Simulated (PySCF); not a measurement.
# C7H6ClN: magnetic properties

Aim: compute the magnetic properties of C7H6ClN (`C=C/C=C/C(C#N)=C/Cl`).

Programs: PySCF 2.14.0, with routines of our own; each step states its level. All values are computed. Atoms count from 0.

## 1. The starting structure

15 atoms, charge 0, multiplicity 1; geometry from: GFN2-xTB.

## 2. Magnetic properties: GIAO KT3/pcSseg-1

What the job is given:

```
{"job": {"kind": "mag", "xc": "KT3", "basis": "pcSseg-1", "isotopologues": 0}, "charge": 0, "multiplicity": 1}
C      2.969010     1.082252    -0.423970
C      2.093740     0.249881     0.136875
C      0.675897     0.319819    -0.094364
C     -0.208158    -0.518548     0.472162
C     -1.636761    -0.459761     0.249139
C     -2.134131     0.543689    -0.621839
N     -2.529658     1.355802    -1.326274
C     -2.488275    -1.322828     0.839010
Cl    -4.178940    -1.289493     0.603860
H      4.025757     1.010043    -0.234414
H      2.652715     1.865318    -1.093153
H      2.435284    -0.529859     0.805730
H      0.328826     1.096903    -0.763276
H      0.129878    -1.298106     1.142065
H     -2.139598    -2.097120     1.505446
```

Method: GIAO KT3/pcSseg-1 magnetisability, rotational g tensor and spin-rotation constants, non-relativistic, gas phase.

On the command line:

```console
$ OMP_NUM_THREADS=1 python excited_run.py task.json out
```

The driver reads the jobs from task.json and runs them one after another.

Standard output:

```text
coarse grid: 14008 points
cycle   1  E = -793.4445552352  dE =  1.191e+00  |g| = 6.130e-01  |ddm| = 4.010e+00
cycle   2  E = -792.8856512045  dE =  5.589e-01  |g| = 1.512e+00  |ddm| = 2.380e+00
cycle   3  E = -793.5002943724  dE = -6.146e-01  |g| = 3.942e-01  |ddm| = 2.015e+00
cycle   4  E = -793.5442439904  dE = -4.395e-02  |g| = 7.554e-02  |ddm| = 4.446e-01
cycle   5  E = -793.5444722993  dE = -2.283e-04  |g| = 6.944e-02  |ddm| = 1.546e-01
cycle   6  E = -793.5457856515  dE = -1.313e-03  |g| = 1.983e-02  |ddm| = 8.118e-02
cycle   7  E = -793.5459007829  dE = -1.151e-04  |g| = 2.729e-03  |ddm| = 2.291e-02
cycle   8  E = -793.5459021543  dE = -1.371e-06  |g| = 1.605e-03  |ddm| = 4.959e-03
final grid: 133432 points
cycle   9  E = -793.5409016664  dE = -2.364e-04  |g| = 1.964e-02  |ddm| = 1.027e-01
cycle  10  E = -793.5407725665  dE =  1.291e-04  |g| = 2.771e-02  |ddm| = 5.047e-02
cycle  11  E = -793.5409342315  dE = -1.617e-04  |g| = 1.020e-02  |ddm| = 4.003e-02
cycle  12  E = -793.5409571249  dE = -2.289e-05  |g| = 3.303e-03  |ddm| = 1.058e-02
cycle  13  E = -793.5409601877  dE = -3.063e-06  |g| = 8.148e-04  |ddm| = 4.705e-03
cycle  14  E = -793.5409603246  dE = -1.370e-07  |g| = 3.450e-04  |ddm| = 9.850e-04
cycle  15  E = -793.5409603578  dE = -3.321e-08  |g| = 1.029e-04  |ddm| = 3.865e-04
cycle  16  E = -793.5409603599  dE = -2.028e-09  |g| = 5.268e-05  |ddm| = 1.452e-04
cycle  17  E = -793.5409603607  dE = -8.124e-10  |g| = 1.580e-05  |ddm| = 7.439e-05
converged SCF energy = -793.5409603607

Magnetisability tensor (1e-30 J/T^2)
    -1189.43        5.49       32.33
        5.49    -1245.70     -193.58
       32.33     -193.58    -1327.28
isotropic -1254.14   principal values   -1487.07  -1189.24  -1086.09
isotropic susceptibility -75.526 1e-6 cm^3/mol

Inertial axes            a          b          c
rot. const./GHz      3.7086     0.5730     0.4963
chi total           -71.534    -65.490    -89.554
chi diamagnetic    -426.146  -2097.629  -2413.666
chi paramagnetic    354.611   2032.139   2324.112
quadrupole/D A        9.236     -4.150     -5.086
g nuclear            0.5516     0.5373     0.5392
g electronic        -0.6178    -0.5471    -0.5419
g total             -0.0663    -0.0097    -0.0027

Spin-rotation constants (kHz, H = +C I.J)
atom  isotope        aa         bb         cc
  6    14N        0.774      0.032      0.111
  8   35Cl        0.893      0.208      0.118
  9     1H        0.227     -0.040     -0.057
 10     1H       -0.358      0.054     -0.059
 11     1H       -0.341      0.058     -0.059
 12     1H       -0.306      0.059     -0.062
 13     1H       -0.337      0.056     -0.064
 14     1H       -0.378      0.054     -0.056
  0    13C*       1.344      0.223      0.070
  1    13C*       1.335      0.254      0.075
  2    13C*       1.396      0.243      0.080
  3    13C*       1.282      0.232      0.079
  4    13C*       1.151      0.231      0.084
  5    13C*       1.554      0.003      0.207
  7    13C*       1.384      0.231      0.093
* in the singly substituted isotopologue
```

It took 86 s on 1 thread of Arm Neoverse N1, shared host; peak memory 0.73 GiB.

From this job:

| quantity | value |
| --- | --- |
| magnetisability | -1254·10⁻³⁰ J/T² |
| molar susceptibility | -75.5·10⁻⁶ cm³/mol |
| rotational g (a, b, c) | -0.0663, -0.0097, -0.0027 |

The fields below are evaluated on a grid from the run's orbitals.

Frontier orbitals at KT3/pcSseg-1, with the share of their density that lies nearest to each atom:

| orbital | energy (eV) | lies on |
| --- | --- | --- |
| HOMO | -5.85 | C0, C3, C7 about 16 % each; C2 14 %; Cl8 11 % |
| LUMO | -3.02 | C7 26 %; C0, C2, C4 about 12 % each; Cl8 7 % |

ELF in a plane through or near 15 of the atoms.

Ten even steps from ' ' (0.00) to '@' (1.00):
```
                                                        
                                                        
                              ::++##++::                
                              ++%%@@%%**..              
                            ..##%%##@@##::              
            ::++--    ....    ++##==##++..              
          ..@@@@@@--  @@@@==  **%%++%%++    ::..        
          ..@@@@@@++  @@@@@@  ==++==++--  ++%%**::      
          ..##@@@@--  %%@@%%....##@@**  ::%%@@%%==      
      ..%%@@##::::**++++==++++++++::++--++++**++**..    
      ++@@@@@@++%%==..@@--%%::++%%::%%::%%**--##%%--    
      ::@@@@@@--========::++::++++--==--++++%%%%##--    
        ==%%--  ++@@@@--  ##@@@@--  %%@@##..==##++..    
                %%@@@@++  @@@@@@++  @@@@@@..  ....      
                **@@@@..  **@@@@..  @@@@%%..            
                            ..      ..--..              
                                                        
                                                        
                                                        
                                                        
```
The map spans 14.0 Å across and 10.5 Å up, centred on the molecule. Atoms in the plane (x, y in Å): C0 (-3.2, 0.2), C1 (-2.0, -0.5), C2 (-0.8, 0.1), C3 (0.4, -0.6), C4 (1.7, 0.1), C5 (1.8, 1.5), N6 (1.8, 2.6), C7 (2.8, -0.7), Cl8 (4.4, 0.0), H9 (-4.2, -0.3), H10 (-3.2, 1.3), H11 (-2.1, -1.6), H12 (-0.7, 1.2), H13 (0.4, -1.6), H14 (2.8, -1.7).

log10 of the density (e/Å³) in the same plane.

Values, 10 rows by 14 columns:
```
-4.0 -4.0 -4.0 -4.0 -4.0 -4.0 -4.0 -4.0 -4.0 -4.0 -4.0 -4.0 -4.0 -4.0
-4.0 -4.0 -4.0 -4.0 -4.0 -4.0 -4.0 -2.8 -1.6 -1.6 -2.7 -4.0 -4.0 -4.0
-4.0 -4.0 -4.0 -3.2 -3.1 -3.4 -3.0 -1.8  0.0  0.0 -1.8 -3.6 -4.0 -4.0
-4.0 -4.0 -3.0 -1.2 -1.0 -1.8 -0.9 -1.4  0.1  0.1 -1.5 -1.7 -2.3 -3.7
-4.0 -3.6 -2.1 -0.3  0.0 -0.9  0.3 -0.8 -0.1 -0.2 -0.8  0.0 -1.0 -2.6
-4.0 -3.1 -1.2  0.2  0.3  0.5  0.3  0.5  0.3  0.3  0.1  1.2 -0.4 -2.2
-4.0 -3.6 -2.0 -1.3 -0.6  0.2 -1.1  0.2 -0.6 -0.1 -0.2 -0.9 -1.4 -2.8
-4.0 -4.0 -4.0 -3.1 -1.8 -1.3 -2.0 -1.2 -1.7 -1.2 -1.3 -2.7 -3.3 -4.0
-4.0 -4.0 -4.0 -4.0 -3.7 -3.5 -3.6 -3.4 -3.5 -3.4 -3.5 -4.0 -4.0 -4.0
-4.0 -4.0 -4.0 -4.0 -4.0 -4.0 -4.0 -4.0 -4.0 -4.0 -4.0 -4.0 -4.0 -4.0
```
The map spans 14.0 Å across and 10.5 Å up, centred on the molecule. Atoms in the plane (x, y in Å): C0 (-3.2, 0.2), C1 (-2.0, -0.5), C2 (-0.8, 0.1), C3 (0.4, -0.6), C4 (1.7, 0.1), C5 (1.8, 1.5), N6 (1.8, 2.6), C7 (2.8, -0.7), Cl8 (4.4, 0.0), H9 (-4.2, -0.3), H10 (-3.2, 1.3), H11 (-2.1, -1.6), H12 (-0.7, 1.2), H13 (0.4, -1.6), H14 (2.8, -1.7).

On the surface of density 0.002 e/bohr³ the electrostatic potential runs, from the 1st to the 99th percentile, from -1.56 V near N6 to 1.56 V near H14.

## 3. Magnetic properties: GIAO KT2/cc-pVDZ, grid 1

The job, as its differences from that of step 2:

```diff
@@ -1,2 +1,2 @@
-{"job": {"kind": "mag", "xc": "KT3", "basis": "pcSseg-1", "isotopologues": 0}, "charge": 0, "multiplicity": 1}
+{"job": {"kind": "mag", "xc": "KT2", "basis": "cc-pVDZ", "grid": 1}, "charge": 0, "multiplicity": 1}
 C      2.969010     1.082252    -0.423970
```

With the program's defaults for keys left out, this is: GIAO KT2/cc-pVDZ magnetisability, rotational g tensor and spin-rotation constants, non-relativistic, gas phase.

Standard output:

```text
final grid: 62528 points
cycle   1  E = -794.3317363648  dE =  1.257e+00  |g| = 5.770e-01  |ddm| = 8.309e+00
cycle   2  E = -793.7733226776  dE =  5.584e-01  |g| = 1.484e+00  |ddm| = 3.388e+00
cycle   3  E = -794.3918307350  dE = -6.185e-01  |g| = 3.465e-01  |ddm| = 2.564e+00
cycle   4  E = -794.4268074069  dE = -3.498e-02  |g| = 7.394e-02  |ddm| = 6.584e-01
cycle   5  E = -794.4271216021  dE = -3.142e-04  |g| = 6.587e-02  |ddm| = 2.194e-01
cycle   6  E = -794.4283563345  dE = -1.235e-03  |g| = 1.763e-02  |ddm| = 1.182e-01
cycle   7  E = -794.4284545330  dE = -9.820e-05  |g| = 2.387e-03  |ddm| = 3.502e-02
cycle   8  E = -794.4284559065  dE = -1.374e-06  |g| = 1.073e-03  |ddm| = 5.911e-03
cycle   9  E = -794.4284561332  dE = -2.267e-07  |g| = 5.094e-04  |ddm| = 2.241e-03
cycle  10  E = -794.4284562069  dE = -7.365e-08  |g| = 1.875e-04  |ddm| = 1.116e-03
cycle  11  E = -794.4284562148  dE = -7.915e-09  |g| = 1.040e-04  |ddm| = 4.235e-04
cycle  12  E = -794.4284562175  dE = -2.712e-09  |g| = 2.382e-05  |ddm| = 1.621e-04
cycle  13  E = -794.4284562176  dE = -1.123e-10  |g| = 1.206e-05  |ddm| = 4.905e-05
converged SCF energy = -794.4284562176

Magnetisability tensor (1e-30 J/T^2)
    -1189.03        9.40       30.55
        9.40    -1256.86     -192.94
       30.55     -192.94    -1338.96
isotropic -1261.61   principal values   -1498.02  -1187.79  -1099.03
isotropic susceptibility -75.976 1e-6 cm^3/mol

Inertial axes            a          b          c
rot. const./GHz      3.7086     0.5730     0.4963
chi total           -71.428    -66.288    -90.213
chi diamagnetic    -424.975  -2096.426  -2412.184
chi paramagnetic    353.547   2030.139   2321.971
quadrupole/D A        9.430     -4.010     -5.420
g nuclear            0.5516     0.5373     0.5392
g electronic        -0.6160    -0.5465    -0.5414
g total             -0.0644    -0.0092    -0.0022

Spin-rotation constants (kHz, H = +C I.J)
atom  isotope        aa         bb         cc
  6    14N        0.700      0.030      0.101
  8   35Cl        0.830      0.187      0.104
  9     1H        0.229     -0.042     -0.058
 10     1H       -0.363      0.053     -0.060
 11     1H       -0.345      0.058     -0.060
 12     1H       -0.311      0.060     -0.062
 13     1H       -0.344      0.056     -0.065
 14     1H       -0.387      0.054     -0.057
  0    13C*       1.239      0.205      0.059
  1    13C*       1.236      0.233      0.066
  2    13C*       1.290      0.225      0.070
  3    13C*       1.188      0.214      0.070
  4    13C*       1.066      0.213      0.076
  5    13C*       1.376      0.005      0.182
  7    13C*       1.276      0.215      0.083
* in the singly substituted isotopologue
```

It took 46 s on 1 thread of Arm Neoverse N1, shared host; peak memory 0.62 GiB.

Key values:

| quantity | value |
| --- | --- |
| magnetisability | -1262·10⁻³⁰ J/T² |
| molar susceptibility | -76.0·10⁻⁶ cm³/mol |
| rotational g (a, b, c) | -0.0644, -0.0092, -0.0022 |

## 4. Magnetic properties side by side

| level | ξ (10⁻³⁰ J/T²) | g(a) | g(b) | gap (eV) | functions | time |
| --- | --- | --- | --- | --- | --- | --- |
| GIAO KT3/pcSseg-1 | -1254 | -0.0663 | -0.0097 | 2.83 | 190 | 86 s |
| GIAO KT2/cc-pVDZ, grid 1 | -1262 | -0.0644 | -0.0092 | 2.83 | 160 | 46 s |

## 5. Results

| quantity | value |
| --- | --- |
| magnetisability (step 2, GIAO KT3/pcSseg-1) | -1254·10⁻³⁰ J/T² |
| molar susceptibility (step 2, GIAO KT3/pcSseg-1) | -75.5·10⁻⁶ cm³/mol |
| rotational g (a, b, c) (step 2, GIAO KT3/pcSseg-1) | -0.0663, -0.0097, -0.0027 |
| surface potential, 1st and 99th percentile | -1.56 V and 1.56 V |
| magnetisability over the levels | -1262 to -1254·10⁻³⁰ J/T² |

**Reading.** At KT3/pcSseg-1, counted by nearest atom on the grid, the HOMO lies on C0, C3, C7 about 16 % each; C2 14 %, the LUMO on C7 26 %; C0, C2, C4 about 12 % each. The magnetisability spreads by 0.6 % over 2 levels, from GIAO KT2/cc-pVDZ, grid 1 (46 s) to GIAO KT3/pcSseg-1 (86 s); the runs took 46 s to 86 s. Two levels can agree by chance, so this spread shows no convergence. Vibrational averaging and real surroundings are missing from these values.
